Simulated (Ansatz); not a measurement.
Crystal: InSb3.

```
Sb In
1.0
     4.80637    0.00000    0.00000
     0.00000    4.80637    0.00000
     0.00000    0.00000    4.80637
Sb In
3 1
Cartesian
  2.4032 2.4032 0.0000
  0.0000 2.4032 2.4032
  2.4032 0.0000 2.4032
  0.0000 0.0000 0.0000
```

The cell comes from a database or a generator and needn't be the stable form of this composition.

Base run:

| Property | Result |
| --- | --- |
| Program | Ansatz 0.2.0 |
| Functional | r2SCAN |
| Potentials or basis | Ansatz PAW |
| Cutoff | 500 eV |
| Density cutoff | 2000 eV |
| k mesh | 6 × 6 × 6 |
| Occupations | fermi-dirac, width 0.05 eV |
| Spin | no spin polarisation |

Its results: band gap on the k mesh none (metal or under the smearing width); pressure -0.6 GPa.

Problem. After a change of settings the same cell gave: band gap on the k mesh none (metal or under the smearing width); pressure -3.8 GPa. Which change was it?
A. functional from r2SCAN to PBE; cutoff from 500 eV to 420 eV; density cutoff from 2000 eV to 1680 eV
B. functional from r2SCAN to PBEsol; cutoff from 500 eV to 420 eV; density cutoff from 2000 eV to 1680 eV; spin from no spin polarisation to spin-orbit coupling, no magnetisation; potential files from those of the base run to others of the same set
C. functional from r2SCAN to LDA; cutoff from 500 eV to 420 eV; density cutoff from 2000 eV to 1680 eV
D. spin from no spin polarisation to spin-orbit coupling, no magnetisation; potential files from those of the base run to others of the same set

Solution. C.

Caveats: the PAW data sets come from PBE, with cores solved anew for the run's functional, which leaves a small shift of forces and pressure.

Not every run made on this cell is shown here.
